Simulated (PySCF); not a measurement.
**TcO₃: relaxation and vibrations of the doublet**

Where does doublet TcO₃ go from a T-shaped start, is the end point a minimum, and what are its modes, charges and moments?

The runs use PySCF 2.14.0; B3LYP, basis Tc def2-SVP with ECP28, O def2-SVP, scalar-relativistic core potentials, no spin–orbit coupling, density fitting.

### 1 Where the work starts

4 atoms, charge 0, spin multiplicity 2.

Bond lengths: Tc1–O2 1.770 Å, Tc1–O3 1.770 Å, Tc1–O4 1.770 Å. Angles: O2–Tc1–O3 88.0°, O2–Tc1–O4 88.0°, O3–Tc1–O4 176.0°.

Z-matrix (Å, degrees; charge 0 multiplicity 2):
```
Tc
O  1 1.7700
O  1 1.7700 2 88.00
O  1 1.7700 2 88.00 3 180.00
```

### 2 First SCF at the start

The steps below are one call of a driver around PySCF. For each, scf.py gives the equivalent set-up of the SCF; relaxations use the driver's own optimiser. After this first run the driver tries any further starts and a stability analysis.

scf.py

```python
from pyscf import gto, scf, dft
mol = gto.M(atom='''
Tc     0.000000     0.000000     0.000000
O      0.000000     0.000000     1.770000
O      1.768900     0.000000     0.061800
O     -1.768900     0.000000     0.061800''',
    basis={'Tc': 'def2-SVP', 'O': 'def2-SVP'},
    ecp={'Tc': 'def2-SVP'},
    charge=0, spin=1)
mf = dft.UKS(mol, xc='B3LYP')
mf.grids.atom_grid = (50, 194)
aux = {'Tc': 'def2-universal-JKFIT', 'O': 'def2-universal-JKFIT'}
mf = mf.density_fit(auxbasis=aux)
mf.conv_tol = 1e-08
mf.diis_space = 10
mf.max_cycle = 60
mf.init_guess = 'minao'
mf.verbose = 4
mf.kernel()
```

Started as:

```console
$ OMP_NUM_THREADS=2 python axn.py task.json out
```

The log of the run:

```text
init E= -297.74467092324
[... the frontier-level lines of each cycle are left out ...]
cycle= 1 E= -305.129251804154  delta_E= -7.38  |g|= 1.57  |ddm|= 2.44
cycle= 2 E= -292.432764468726  delta_E= 12.7  |g|= 4.56  |ddm|= 5.34
cycle= 3 E= -306.036467749984  delta_E= -13.6  |g|= 0.602  |ddm|=  4.9
cycle= 4 E= -303.85157867023  delta_E= 2.18  |g|= 2.26  |ddm|= 1.84
cycle= 5 E= -306.20693578339  delta_E= -2.36  |g|= 0.0913  |ddm|= 1.52
cycle= 6 E= -306.205248550467  delta_E= 0.00169  |g|= 0.116  |ddm|= 0.124
cycle= 7 E= -306.209384285214  delta_E= -0.00414  |g|= 0.0627  |ddm|= 0.0652
cycle= 8 E= -306.210328076789  delta_E= -0.000944  |g|= 0.0431  |ddm|= 0.0191
cycle= 9 E= -306.211167161137  delta_E= -0.000839  |g|= 0.0169  |ddm|= 0.0366
cycle= 10 E= -306.211471216117  delta_E= -0.000304  |g|= 0.00387  |ddm|= 0.033
cycle= 11 E= -306.211631910227  delta_E= -0.000161  |g|= 0.00345  |ddm|= 0.0288
cycle= 12 E= -306.212027211336  delta_E= -0.000395  |g|= 0.00369  |ddm|= 0.136
cycle= 13 E= -306.212027490881  delta_E= -2.8e-07  |g|= 0.00106  |ddm|= 0.0178
cycle= 14 E= -306.212035503974  delta_E= -8.01e-06  |g|= 0.000768  |ddm|= 0.011
cycle= 15 E= -306.212037590814  delta_E= -2.09e-06  |g|= 0.000183  |ddm|= 0.00699
cycle= 16 E= -306.212037561906  delta_E= 2.89e-08  |g|= 0.000495  |ddm|= 0.000945
cycle= 17 E= -306.212037667941  delta_E= -1.06e-07  |g|= 3.34e-05  |ddm|= 0.000725
cycle= 18 E= -306.21203767309  delta_E= -5.15e-09  |g|= 2.68e-05  |ddm|= 0.000475
Extra cycle  E= -306.212037670899  delta_E= 2.19e-09  |g|= 8.35e-05  |ddm|= 8.96e-05
converged SCF energy = -306.212037670899  <S^2> = 0.89885807  2S+1 = 2.1436959
```

This step, with its further starts and checks, needed 41 s of wall time on 2 threads of Intel Xeon at 2.70GHz, shared host.

Energies from each starting density:

```
                      start  energy (Eh)
    the minimal-basis guess  -306.212038
a thermally smeared density  -306.212038
      a smeared PBE density  -306.212038
```

The first run landed in a state that is too high. Following the other starts and the instabilities gains 0.2 kJ/mol (-306.21210 Eh), and the work goes on from there.

### 3 Relaxing the doublet from the T-shaped start

The program finds C2v symmetry in the start, which this walk keeps. Threshold on the gradient: 0.0003 Eh/bohr, with a further test on the energy change.

Edit scf.py of step 2 so:

```diff
@@ -3,4 +3,4 @@
-Tc     0.000000     0.000000     0.000000
-O      0.000000     0.000000     1.770000
-O      1.768900     0.000000     0.061800
-O     -1.768900     0.000000     0.061800''',
+Tc     0.000000     0.000000    -0.206192
+O      0.000000     0.000000     1.563808
+O      1.768900     0.000000    -0.144392
+O     -1.768900     0.000000    -0.144392''',
@@ -17 +16,0 @@
-mf.init_guess = 'minao'
```

The optimiser's trace:

```csv
step,energy (Eh),change (kJ/mol),largest symmetric gradient (Eh/bohr)
0,-306.212098,0.00,0.11690
1,-306.255166,-113.08,0.10954
2,-306.281214,-181.46,0.21386
3,-306.318471,-279.28,0.05577
4,-306.326788,-301.12,0.04264
5,-306.328167,-304.74,0.06406
6,-306.333681,-319.22,0.01986
7,-306.333998,-320.05,0.00150
8,-306.334019,-320.10,0.00039
9,-306.334019,-320.10,0.00009
```

The walk took 49 s.

End point (D3h, 9 steps, 320.1 kJ/mol gained): Tc–O 1.687 Å (×3); O–Tc–O 120.0° (×3).

### 4 Vibrations and properties at this point

The point is checked on the finer grid, and tightened if its gradient asks for it. The Hessian and the dipole derivatives come from central differences of analytic gradients, with steps of 0.02 bohr.

Edit scf.py of step 3 so:

```diff
@@ -3,4 +3,4 @@
-Tc     0.000000     0.000000    -0.206192
-O      0.000000     0.000000     1.563808
-O      1.768900     0.000000    -0.144392
-O     -1.768900     0.000000    -0.144392''',
+Tc    -0.000000     0.000000    -0.000000
+O     -0.000000     0.000000     1.687101
+O      1.461072     0.000000    -0.843550
+O     -1.461072     0.000000    -0.843550''',
@@ -11 +11 @@
-mf.grids.atom_grid = (50, 194)
+mf.grids.atom_grid = (75, 302)
@@ -14 +14 @@
-mf.conv_tol = 1e-08
+mf.conv_tol = 1e-10
```

The driver hands on the density of the step before, so the log starts near convergence.

Log of the central SCF (cycles and frontier levels):

```text
init E= -306.333957410208
[... the frontier-level lines of each cycle are left out ...]
cycle= 1 E= -306.333957410178  delta_E= 3e-11  |g|= 8.77e-06  |ddm|= 6.96e-06
Extra cycle  E= -306.333957409728  delta_E= 4.5e-10  |g|= 3.53e-05  |ddm|= 2.62e-05
converged SCF energy = -306.333957409728  <S^2> = 0.75822505  2S+1 = 2.0082082
```

The whole step took 50 s.

Geometry: D3h; Tc–O 1.687 Å (×3); O–Tc–O 120.0° (×3).

Harmonic modes (main isotopes):

```json
{"symmetry": "a2''", "ω (cm⁻¹)": "128i", "IR (km/mol)": "39.3"}
{"symmetry": "e'", "ω (cm⁻¹)": "313", "IR (km/mol)": "3.7"}
{"symmetry": "a1'", "ω (cm⁻¹)": "995", "IR (km/mol)": "0.0"}
{"symmetry": "e'", "ω (cm⁻¹)": "999", "IR (km/mol)": "339"}
```

1 mode is imaginary, the largest at 128i cm⁻¹: a saddle point, not a minimum.

Constants and moments:

| Quantity | Value |
| --- | --- |
| Dipole moment | 0.00 D |
| Highest occupied level | -8.65 eV |
| Lowest empty level | -5.50 eV |
| Rotational constants | 0.2469, 0.2469, 0.1234 cm⁻¹ |
| Zero-point energy (real modes) | 21.6 kJ/mol |
| Principal polarisabilities | 25.7, 40.8, 40.8 bohr³ |
| Atomisation energy without zero-point energy | 1630 kJ/mol |
| Principal traceless quadrupole moments about the centre of mass | -4.05, -4.05, 8.10 D Å |
| Spin squared ⟨S²⟩ | 0.758 |

Charges (e) and bond orders:

```csv
atom,Mulliken,Löwdin,polar tensor,spin (Mulliken),Mayer order to Tc1
Tc1,1.05,0.28,1.75,1.02,–
"O2,3,4",-0.35,-0.09,-0.58,-0.01,2.00
```

Mulliken populations on Tc1 (outside its core potential): s 2.36, p 6.49, d 5.02, f 0.08.

### 5 Leaving the saddle point

The atoms are moved a little along the softest imaginary mode and relaxed again.

The program finds C3v symmetry in the start, which this walk keeps. The walk stops when the largest gradient is under 0.0003 Eh/bohr and the energy has settled too.

Edit scf.py of step 4 so:

```diff
@@ -3,4 +3,4 @@
-Tc    -0.000000     0.000000    -0.000000
-O     -0.000000     0.000000     1.687101
-O      1.461072     0.000000    -0.843550
-O     -1.461072     0.000000    -0.843550''',
+Tc    -0.000000    -0.121287     0.000000
+O     -0.000000     0.250000     1.687101
+O      1.461072     0.250000    -0.843550
+O     -1.461072     0.250000    -0.843550''',
@@ -11 +11 @@
-mf.grids.atom_grid = (75, 302)
+mf.grids.atom_grid = (50, 194)
@@ -14 +14 @@
-mf.conv_tol = 1e-10
+mf.conv_tol = 1e-08
```

Energy and gradient, step by step:

| step | energy (Eh) | change (kJ/mol) | largest symmetric gradient (Eh/bohr) |
| --- | --- | --- | --- |
| 0 | -306.329999 | 0.00 | 0.04450 |
| 1 | -306.334927 | -12.94 | 0.02140 |
| 2 | -306.336136 | -16.11 | 0.00249 |
| 3 | -306.336194 | -16.27 | 0.00063 |
| 4 | -306.336201 | -16.28 | 0.00004 |

The walk took 22 s.

Geometry (Å) and forces (eV/Å) at some steps:

```
step 0
Tc   0.000  -0.121   0.000  -0.002   1.683  -0.007
O    0.000   0.250   1.687   0.000  -0.562  -2.284
O    1.461   0.250  -0.844  -1.983  -0.560   1.144
O   -1.461   0.250  -0.844   1.985  -0.561   1.146
step 1
Tc   0.000  -0.073   0.000   0.000  -0.835  -0.001
O    0.000   0.234   1.636   0.000   0.277   1.104
O    1.417   0.234  -0.818   0.950   0.279  -0.552
O   -1.417   0.234  -0.818  -0.950   0.279  -0.552
step 2
Tc   0.000  -0.091   0.000   0.000   0.002  -0.003
O    0.000   0.240   1.652   0.000  -0.002  -0.124
O    1.430   0.240  -0.826  -0.114   0.000   0.064
O   -1.430   0.240  -0.826   0.114   0.000   0.064
step 3
Tc   0.000  -0.104   0.000   0.000   0.003  -0.003
O    0.000   0.244   1.646   0.000  -0.001  -0.029
O    1.426   0.244  -0.823  -0.030  -0.001   0.016
O   -1.426   0.244  -0.823   0.030  -0.001   0.016
step 4
Tc   0.000  -0.108   0.000   0.000   0.002   0.001
O    0.000   0.246   1.644   0.000  -0.001  -0.001
O    1.424   0.246  -0.822  -0.002  -0.001   0.000
O   -1.424   0.246  -0.822   0.002  -0.001   0.000
```

It settles in C3v symmetry, 16.3 kJ/mol below the start, after 4 steps: Tc–O 1.682 Å (×3); O–Tc–O 115.7° (×3).

### 6 Frequencies

As before: finer grid, then central differences.

Edit scf.py of step 5 so:

```diff
@@ -3,4 +3,4 @@
-Tc    -0.000000    -0.121287     0.000000
-O     -0.000000     0.250000     1.687101
-O      1.461072     0.250000    -0.843550
-O     -1.461072     0.250000    -0.843550''',
+Tc    -0.000000    -0.114399     0.000000
+O     -0.000000     0.237669     1.644726
+O      1.424375     0.237669    -0.822363
+O     -1.424375     0.237669    -0.822363''',
@@ -11 +11 @@
-mf.grids.atom_grid = (50, 194)
+mf.grids.atom_grid = (75, 302)
@@ -14 +14 @@
-mf.conv_tol = 1e-08
+mf.conv_tol = 1e-10
```

Log of the central SCF (cycles and frontier levels):

```text
init E= -306.336261527449
[... the frontier-level lines of each cycle are left out ...]
cycle= 1 E= -306.336261527258  delta_E= 1.9e-10  |g|= 2.25e-05  |ddm|= 1.8e-05
cycle= 2 E= -306.336261523925  delta_E= 3.33e-09  |g|= 9.33e-05  |ddm|= 7.37e-05
cycle= 3 E= -306.336261527464  delta_E= -3.54e-09  |g|= 7.24e-07  |ddm|= 5.93e-05
cycle= 4 E= -306.336261527463  delta_E= 9.09e-13  |g|= 6.74e-07  |ddm|= 9.07e-07
Extra cycle  E= -306.336261527461  delta_E= 1.82e-12  |g|= 2.52e-06  |ddm|= 1.98e-06
converged SCF energy = -306.336261527461  <S^2> = 0.7543848  2S+1 = 2.00438
```

The whole step needed 72 s of wall time on 2 threads of Intel Xeon at 2.70GHz, shared host.

Geometry: C3v; Tc–O 1.682 Å (×3); O–Tc–O 115.7° (×3).

Harmonic modes (main isotopes):

| symmetry | ω (cm⁻¹) | IR (km/mol) | μ (u) | type |
| --- | --- | --- | --- | --- |
| a1 | 178 | 28.2 | 21.40 | bend |
| e | 325 | 4.8 | 17.55 | bend |
| e | 1008 | 332 | 19.25 | stretch |
| a1 | 1010 | 8.7 | 16.34 | stretch |

Every mode is real; the point is a minimum.

Constants and moments:

```yaml
Dipole_moment: 1.85 D
Highest_occupied_level: -8.30 eV
Lowest_empty_level: -5.26 eV
Rotational_constants: 0.2446, 0.2446, 0.1299 cm⁻¹
Zero-point_energy: 23.1 kJ/mol
Principal_polarisabilities: 27.4, 40.8, 40.8 bohr³
Atomisation_energy_without_zero-point_energy: 1636 kJ/mol
Principal_traceless_quadrupole_moments_about_the_centre_of_mass: -3.44, -3.44, 6.88 D Å
Entropy_at_298.15_K_and_1_bar_electronic_part_spin_only: 293.4 J/(mol K)
Heat_capacity_Cp_at_298.15_K: 59.3 J/(mol K)
Enthalpy_at_298.15_K_above_0_K: 13.81 kJ/mol
Rotational_symmetry_number: 3
Spin_squared_⟨S²⟩: 0.754
```

Populations by atom (charges in e):

| atom | Mulliken | Löwdin | polar tensor | spin (Mulliken) | Mayer order to Tc1 |
| --- | --- | --- | --- | --- | --- |
| Tc1 | 1.05 | 0.29 | 1.74 | 0.95 | – |
| O2,3,4 | -0.35 | -0.10 | -0.58 | 0.02 | 1.98 |

Outer orbital energies (eV). α occupied: -12.81, -12.64, -12.64, -10.28, -9.97, -9.97, -9.66, -8.30; empty: -4.23, -4.23, -1.12, -1.12. β occupied: -13.51, -12.48, -12.48, -12.17, -10.32, -9.83, -9.83, -9.70; empty: -5.26, -3.98, -3.98, -0.89.

Mulliken populations on Tc1 (outside its core potential): s 2.35, p 6.52, d 4.99, f 0.08.

### 7 All stationary points

| spin | group | bonds | imaginary modes (cm⁻¹) | ΔE (kJ/mol) | with zero-point energy |
| --- | --- | --- | --- | --- | --- |
| doublet | C3v | Tc–O 1.682 Å (×3) | none | 0.0 | 0.0 |
| doublet | D3h | Tc–O 1.687 Å (×3) | 128i | 6.0 | – |

### 8 What came out

| quantity | value |
| --- | --- |
| minimum | doublet, C3v |
| geometry | Tc–O 1.682 Å (×3); O–Tc–O 115.7° (×3) |
| wavenumbers (cm⁻¹) | 178 (a1), 325 (e), 1008 (e), 1010 (a1) |
| dipole moment | 1.85 D |
| highest occupied, lowest empty level (either spin) | -8.30, -5.26 eV |
| polar-tensor charge of Tc1 | +1.74 e |
| zero-point energy | 23.1 kJ/mol |
| entropy at 298.15 K | 293.4 J/(mol K) |
| atomisation energy (no zero-point energy) | 1636 kJ/mol |
| ⟨S²⟩ | 0.754 |

**Reading.** The T-shaped start (C2v) ends in a minimum of C3v symmetry, after a stop at a saddle point 6.0 kJ/mol higher, from which it was pushed off along an imaginary mode. In the infrared the band at 1008 cm⁻¹ (e, stretch) leads. Most of the spin sits on Tc1 (Mulliken spin 0.95, against 1 for the whole molecule). Only this shape and spin were tried, so other structures or states may lie lower. One determinant may miss the lowest occupation of an open d or f shell.

The search up to here took 3.9 min.
